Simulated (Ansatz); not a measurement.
# PH (SMILES [PH]) at UCCSD(T)/3-21G

Aim: the electronic atomisation energy of PH at UCCSD(T)/3-21G, from 3 runs. 

Program for the calculation: Ansatz 0.2.0.

52 further runs of the same task are left out: 52 set aside as unsound or not needed.

## Step 1: The molecule

PH has 2 atoms, charge 0, and is taken as a triplet. SMILES: `[PH]`. Geometry: relaxed at PBE0-D4/def2-TZVP.

Bond lengths: P1–H2 1.428 Å.

## Step 2: The energy at UCCSD(T)/3-21G

input.yaml

```yaml
crystal:
  periodic: [false, false, false]
  atoms:
    - {symbol: P, position_ang: [-0.000000, -0.000000, -0.014610]}
    - {symbol: H, position_ang: [0.000000, 0.000000, 1.413680]}
basis:
  gaussian:
    orbitals: 3-21G.json
magnetization:
  spin_polarized: true
  initial_magnetization: 2
correlation:
  method: ccsd_t
  frozen_orbitals: {H: 0, P: 5}
accuracy: high
scf:
  omitted_lower_state_checks: [cluster_reference, increment]
```

The basis set 3-21G is read from a file made from the Basis Set Exchange's data (not shown).

Launch:

```
ansatz run input.yaml --threads 1 --pin off --max-ram 3480MiB --events-out events.jsonl --progress --plain --runs-dir runs
```

Output, cut to the lines that bear on the results:

```text
Warning: RAYON_NUM_THREADS=1 ignored (pool sized by the plan → 1); use --threads N
Functional definition: HF
  name "HF"
[...]
277 factors; integrals over basis functions are off by at most 2.2e-9 eV
[...]
mean field -9239.70408511 eV, -339.5528622313 hartree, gradient 1.4e-8 eV, S^2 2.010769; 0 other end points of the search recorded, 0 dependent functions left out
5 core orbitals not correlated: weight in the atoms' cores, before any rotation towards them, 1.000 or more for the frozen orbitals, at most 0.000 for the correlated occupied ones
reference -9239.70408511 eV, -339.5528622313 hartree; 4, 2 occupied and 6, 8 virtual orbitals, 277 factors
second order -0.84585597 eV of doubles, -0.00000000 eV of singles
cycle   1  -1.05376716 eV  change   -2.1e-1 eV  update   3.6e-2
[...]
cycle  18  -1.15476868 eV  change   4.9e-11 eV  update  2.7e-10
perturbative correction -0.00697267 eV, -0.0002562408 hartree
Total energy: -9240.86582645 eV, -339.5955554384 hartree
Checks for a lower state left out: cluster_reference, increment
```

It took 0.22 s on 1 thread of Arm Neoverse V2, shared host.

## Step 3: The H atom: the energy at UHF/3-21G

job.yaml

```yaml
crystal:
  periodic: [false, false, false]
  atoms:
    - {symbol: H, position_ang: [0.000000, 0.000000, 0.000000]}
basis:
  gaussian: {orbitals: 3-21G.json}
magnetization: {spin_polarized: true, initial_magnetization: 1}
accuracy: high
hamiltonian: {xc: hf}
```

The basis set 3-21G is read from a file made from the Basis Set Exchange's data (not shown).

Run the same way, it converges to -0.49620 Eh (log not shown).

## Step 4: The P atom

job.yaml

```yaml
crystal:
  periodic: [false, false, false]
  atoms:
    - {symbol: P, position_ang: [0.000000, 0.000000, 0.000000]}
basis:
  gaussian: {orbitals: 3-21G.json}
magnetization: {spin_polarized: true, initial_magnetization: 3}
correlation: {method: ccsd_t, frozen_orbitals: {P: 5}}
accuracy: high
scf: {omitted_lower_state_checks: [cluster_reference, increment]}
```

The basis set 3-21G is read from a file made from the Basis Set Exchange's data (not shown).

Launch:

```
ansatz run job.yaml --threads 1 --pin off --max-ram 3480MiB --events-out events.jsonl --progress --plain --runs-dir runs
```

Output, cut to the lines that bear on the results:

```text
Warning: RAYON_NUM_THREADS=1 ignored (pool sized by the plan → 1); use --threads N
[... 2 set-up lines as earlier in the session ...]
[...]
78 factors; integrals over basis functions are off by at most 2.3e-9 eV
[...]
mean field -9224.66208089 eV, -339.0000787722 hartree, gradient 7.6e-8 eV, S^2 3.750098; 0 other end points of the search recorded, 0 dependent functions left out
5 core orbitals not correlated: weight in the atoms' cores, before any rotation towards them, 1.000 or more for the frozen orbitals, at most 0.000 for the correlated occupied ones
reference -9224.66208089 eV, -339.0000787722 hartree; 4, 1 occupied and 4, 7 virtual orbitals, 78 factors
second order -0.35532884 eV of doubles, -0.00000000 eV of singles
cycle   1  -0.44369119 eV  change   -8.8e-2 eV  update   2.0e-2
[...]
cycle  13  -0.47673960 eV  change   3.7e-10 eV  update  1.6e-10
perturbative correction -0.00107322 eV, -0.0000394403 hartree
Total energy: -9225.13989372 eV, -339.0176380696 hartree
Checks for a lower state left out: cluster_reference, increment
```

It took 0.16 s on 1 thread of Arm Neoverse V2, shared host.

## Step 5: Outcome

At UCCSD(T)/3-21G, 5 core orbitals frozen:

| quantity | value |
| --- | --- |
| molecule: total energy | -339.59556 Eh |
| molecule: correlation energy (5 core orbitals frozen) | -42.7 mEh |
| molecule: (T) correction | -0.26 mEh |
| molecule: ⟨S²⟩ of the reference determinant | 2.011 |
| molecule: T1 diagnostic | 0.006 |
| H atom: total energy | -0.49620 Eh |
| H atom: ⟨S²⟩ | 0.750 |
| P atom: total energy | -339.01764 Eh |
| P atom: correlation energy (5 core orbitals frozen) | -17.6 mEh |
| P atom: (T) correction | -0.04 mEh |
| P atom: ⟨S²⟩ of the reference determinant | 3.750 |
| P atom: T1 diagnostic | 0.003 |
| electronic atomisation energy | 2.224 eV |

In words: Taking the molecule apart into free atoms costs 2.22 eV (215 kJ/mol), before zero-point energy and without spin-orbit coupling. The basis has no polarisation functions, which makes bonds too weak. The triples (molecule) make up 0.6 % of the correlation energy. The triples (P atom) make up 0.2 % of the correlation energy.
